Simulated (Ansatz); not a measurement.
The system is SnCl.

```
Sn Cl
1.0
     3.49755    0.00000    0.00000
    -1.74877    3.02896    0.00000
     0.00000    0.00000   10.06221
Sn Cl
2 2
Direct
  0.66667 0.33333 0.82051
  0.33333 0.66667 0.32051
  0.66667 0.33333 0.55449
  0.33333 0.66667 0.05449
```

The cell comes from a database or a generator and needn't be the stable form of this composition.

| Item | Value |
| --- | --- |
| Program | Ansatz 0.2.0 |
| Task | relaxation of cell and atoms |
| Functional | revPBE |
| Potentials or basis | Ansatz PAW |
| Cutoff | 420 eV (not typed: the program's choice for these potentials) |
| k mesh | 7 × 7 × 3 |
| Occupations | gaussian, width 0.05 eV |
| Spin | spin-orbit coupling, no magnetisation |

At the start: volume 26.65 Å³/atom.

How do energy, volume and symmetry change on relaxing?

It ends after 9 steps and the volume is 29.07 Å³/atom (+9.1 %); space group P6_3mc (No. 186, to 0.05 Å).

Step by step:
```
step  energy change (eV)  largest force (eV/Å)  volume (Å³)
   1              0.0000                0.0820       106.60
   2             -0.0135                0.1171       114.12
   3             -0.0265                0.1119       112.57
   4             -0.0334                0.0644       110.11
   5             -0.0472                0.0423       113.16
   6             -0.0506                0.0309       114.48
   7             -0.0526                0.0022       115.96
   8             -0.0527                0.0003       116.30
   9             -0.0542                0.0013       116.30
```

Final structure:
```
CELL_PARAMETERS angstrom
3.59452 0.00000 0.00000
-1.79726 3.11294 0.00000
0.00000 0.00000 10.39361
ATOMIC_POSITIONS crystal
Sn 0.66667 0.33333 0.80799
Sn 0.33333 0.66667 0.30799
Cl 0.66667 0.33333 0.56701
Cl 0.33333 0.66667 0.06701
```

Caveat: the plane-wave basis is chosen anew once the cell has moved, so the energies of steps on either side of that aren't comparable; the PAW data sets come from PBE, with cores solved anew for the run's functional, which leaves a small shift of forces and pressure.
